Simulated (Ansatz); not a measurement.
# GeH2Cl (SMILES [Cl][GeH2]): UBLYP/def2-TZVPP

Aim: the electronic atomisation energy of GeH2Cl at UBLYP/def2-TZVPP, from 4 runs. 

Program for the calculation: Ansatz 0.2.0.

39 further runs of the same task are left out: 39 set aside as unsound or not needed.

**1. The system as given**

GeH2Cl: 4 atoms, total charge 0, spin state doublet. As SMILES, `[Cl][GeH2]`. The shape is that of a PBE0-D4/def2-TZVP optimisation.

Bond lengths: Cl1–Ge2 2.156 Å, Ge2–H3 1.546 Å, Ge2–H4 1.546 Å. Angles: Cl1–Ge2–H3 106.8°, Cl1–Ge2–H4 106.8°, H3–Ge2–H4 112.3°.

**2. A single-point energy at UBLYP/def2-TZVPP**

Contents of in.yaml:

```yaml
crystal:
  periodic: [false, false, false]
  atoms:
    - {symbol: Cl, position_ang: [-1.562900, 0.305200, 0.993500]}
    - {symbol: Ge, position_ang: [0.106700, -0.451100, -0.141600]}
    - {symbol: H, position_ang: [0.072700, 0.259600, -1.514200]}
    - {symbol: H, position_ang: [1.383400, -0.113700, 0.662300]}
basis:
  gaussian:
    orbitals: def2-TZVPP
accuracy: high
output: {orbitals: {seedname: orbitals}}
magnetization:
  spin_polarized: true
  initial_magnetization: 1
hamiltonian:
  xc: {name: BLYP}
```

The run is started by

```
$ ansatz run in.yaml --threads 1 --pin off --max-ram 3480MiB --events-out events.jsonl --progress --plain --runs-dir runs
```

Output:

```text
Warning: RAYON_NUM_THREADS=1 ignored (pool sized by the plan → 1); use --threads N
Functional definition: BLYP
  name "BLYP"
  parameter beta = 0.0042
  parameter a = 0.04918
  parameter b = 0.132
  parameter c = 0.2533
  parameter d = 0.349
  exchange = b88_x(beta = beta)
  correlation = lyp_c(a = a, b = b, c = c, d = d)
1798 factors; integrals over basis functions are off by at most 4.5e-9 eV
mean field evaluation 1: about -69073.9790 eV, gradient 2.0e1 eV
mean field evaluation 2: about -69073.3516 eV, gradient 2.7e1 eV
mean field evaluation 4: about -69075.0977 eV, gradient 1.5e0 eV
mean field evaluation 8: about -69075.1064 eV, gradient 7.5e-2 eV
mean field evaluation 16: about -69075.1064 eV, gradient 2.6e-5 eV
mean field -69075.10640054 eV, -2538.4633394311 hartree, gradient 4.7e-8 eV, S^2 0.751129; 0 other end points of the search recorded, 0 dependent functions left out
reference -69075.10644449 eV, -2538.4633410461 hartree; 26, 25 occupied and 92, 93 virtual orbitals, 1798 factors
Total energy: -69075.10644449 eV, -2538.4633410461 hartree
```

Run time: 7.8 s. Hardware: 1 thread of Arm Neoverse V2, shared host; peak memory 0.3 GiB.

**3. The Cl atom at the same level**

Contents of in.yaml:

```yaml
crystal:
  periodic: [false, false, false]
  atoms:
    - {symbol: Cl, position_ang: [0.000000, 0.000000, 0.000000]}
basis:
  gaussian:
    orbitals: def2-TZVPP
magnetization:
  spin_polarized: true
  initial_magnetization: 1
hamiltonian:
  xc: {name: BLYP}
accuracy: high
```

Run the same way, it converges to -460.15035 Eh (log not shown).

**4. The Ge atom at the same level**

Contents of molecule.yaml:

```yaml
crystal:
  periodic: [false, false, false]
  atoms:
    - {symbol: Ge, position_ang: [0.000000, 0.000000, 0.000000]}
basis:
  gaussian: {orbitals: def2-TZVPP}
magnetization: {spin_polarized: true, initial_magnetization: 2}
hamiltonian: {xc: {name: BLYP}}
accuracy: high
```

Run the same way, it converges to -2076.98170 Eh (log not shown).

**5. The H atom, same level**

Contents of run.yaml:

```yaml
crystal:
  periodic: [false, false, false]
  atoms:
    - symbol: H
      position_ang: [0.000000, 0.000000, 0.000000]
basis:
  gaussian:
    orbitals: def2-TZVPP
accuracy: high
magnetization:
  spin_polarized: true
  initial_magnetization: 1
hamiltonian:
  xc: {name: BLYP}
```

Run the same way, it converges to -0.49755 Eh (log not shown).

**6. Outcome**

At UBLYP/def2-TZVPP:

| quantity | value |
| --- | --- |
| molecule: total energy | -2538.46334 Eh |
| molecule: HOMO energy (highest over α and β) | -5.30 eV |
| molecule: LUMO energy (lowest over α and β) | -4.25 eV |
| molecule: ⟨S²⟩ | 0.751 |
| Cl atom: total energy | -460.15035 Eh |
| Cl atom: ⟨S²⟩ | 0.752 |
| Ge atom: total energy | -2076.98170 Eh |
| Ge atom: ⟨S²⟩ | 2.001 |
| H atom: total energy | -0.49755 Eh |
| H atom: ⟨S²⟩ | 0.750 |
| electronic atomisation energy | 9.148 eV |

Taking the molecule apart into free atoms costs 9.15 eV (883 kJ/mol), before zero-point energy and without spin-orbit coupling.
